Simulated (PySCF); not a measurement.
# C3H4BFO2: the cost of one run

The runs use PySCF 2.14.0, with density-fitted response routines of our own; the level of theory stands in each step. All values are computed, except where a source is named. Atoms are numbered from 0 throughout.

### 1 The starting structure

11 atoms, charge 0, multiplicity 1; geometry from: GFN2-xTB. The atoms were then displaced at random by about 0.01 Å, so the start is not that level's minimum.

Bonds of the start (Å): F0–C1 1.38, C1–C2 1.39, C2–O3 1.21, O3–B4 1.57, B4–O5 1.56, O5–C6 1.27, C6–C1 1.38, C2–H7 1.11, B4–H8 1.21, B4–H9 1.17, C6–H10 1.08.

### 2 Relaxing the molecule at PBE0-D3(BJ)/def2-SVP

What the job is given:

```
{"job": {"xc": "PBE0", "basis": "def2-SVP", "d3": "d3bj", "grid": 1, "shake": 0.01, "kind": "geom"}, "charge": 0, "multiplicity": 1}
F      2.577040     0.406820    -0.435610
C      1.233400     0.204560    -0.217430
C      0.749950    -1.090320    -0.046430
O     -0.403810    -1.362340     0.171880
B     -1.526510    -0.263510     0.252750
O     -0.887160     1.146990     0.037490
C      0.358750     1.274530    -0.165240
H      1.487760    -1.917150    -0.087640
H     -1.966880    -0.270290     1.382490
H     -2.298190    -0.444200    -0.606710
H      0.713760     2.289080    -0.301230
```

Run with:

```
OMP_NUM_THREADS=1 python probes_run.py task.json out
```

One launch serves the whole session: the jobs run in the order shown.

Q: Estimate the wall time and peak memory of this first job on 1 thread of Arm Neoverse N1, shared host.

About 2.7 min, with a peak of 0.52 GiB.
